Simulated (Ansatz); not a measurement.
# Ge2H4Se: basis-set convergence

An exercise on one series of results from a longer session: the logs are not shown, and one member is left open.

Program: Ansatz 0.2.0, Gaussian basis. Level of theory: one geometry, several basis sets. These are calculated values, not measurements.

The runs, in order: PBE0-D4/def2-SVP; ωB97M-V/def2-SVP; PBE0-D4/def2-QZVPP; ωB97M-V/def2-QZVPP; the functionals' def2-TZVPP values are taken from earlier runs.

### Structure used throughout

The geometry comes from an earlier relaxation with PBE0-D4 in a triple-zeta def2 set; it is a stationary point, not always the lowest conformer.

SMILES `[GeH2]1[GeH2][Se]1`, 7 atoms, charge 0, spin multiplicity 1.

Atoms are counted from 1 here; the program's logs count them from 0.

Bond lengths: Ge1–Ge2 2.357 Å, Ge1–Se3 2.384 Å, Ge1–H4 1.531 Å, Ge1–H5 1.531 Å, Ge2–Se3 2.384 Å, Ge2–H6 1.531 Å, Ge2–H7 1.531 Å. Angles: Ge2–Ge1–Se3 60.4°, Ge2–Ge1–H4 121.2°, Ge2–Ge1–H5 121.2°, Se3–Ge1–H4 114.1°, Se3–Ge1–H5 114.1°, H4–Ge1–H5 113.7°, Ge1–Ge2–Se3 60.4°, Ge1–Ge2–H6 121.2°, Ge1–Ge2–H7 121.2°, Se3–Ge2–H6 114.1°, Se3–Ge2–H7 114.1°, H6–Ge2–H7 113.7°, Ge1–Se3–Ge2 59.2°.

The first run:

in.yaml reads:

```yaml
crystal:
  periodic: [false, false, false]
  atoms:
    - {symbol: Ge, position_ang: [-0.674809, -0.049760, -0.975891]}
    - {symbol: Ge, position_ang: [0.902192, -0.007820, 0.774789]}
    - {symbol: Se, position_ang: [-1.415220, 0.250334, 1.270341]}
    - {symbol: H, position_ang: [-1.120207, -1.370133, -1.610470]}
    - {symbol: H, position_ang: [-0.894295, 1.169703, -1.875422]}
    - {symbol: H, position_ang: [1.518501, -1.300086, 1.317627]}
    - {symbol: H, position_ang: [1.745038, 1.239762, 1.053327]}
basis:
  gaussian: {orbitals: def2-SVP}
hamiltonian: {xc: pbe0, dispersion: d4}
output: {orbitals: {seedname: orbitals}}
```

Steps of the session up to this table: PBE0-D4 in def2-SVP; ωB97M-V in def2-SVP; PBE0-D4 in def2-QZVPP; ωB97M-V in def2-QZVPP.

One of the session's tables, all rows but one given; the rest of the session is left out.

It belongs to the step «Density functionals: the series». 

```
functional       basis  HOMO (eV)
   PBE0-D4    def2-SVP      -6.66
   PBE0-D4  def2-TZVPP          ?
   PBE0-D4  def2-QZVPP      -6.75
   ωB97M-V    def2-SVP      -8.71
   ωB97M-V  def2-TZVPP      -8.83
   ωB97M-V  def2-QZVPP      -8.84
```

Q: Estimate the row for PBE0-D4, def2-TZVPP from the others.

**Answer.** HOMO (eV): -6.74. In the column «HOMO (eV)» it lies between PBE0-D4, def2-QZVPP (-6.75) and PBE0-D4, def2-SVP (-6.66).
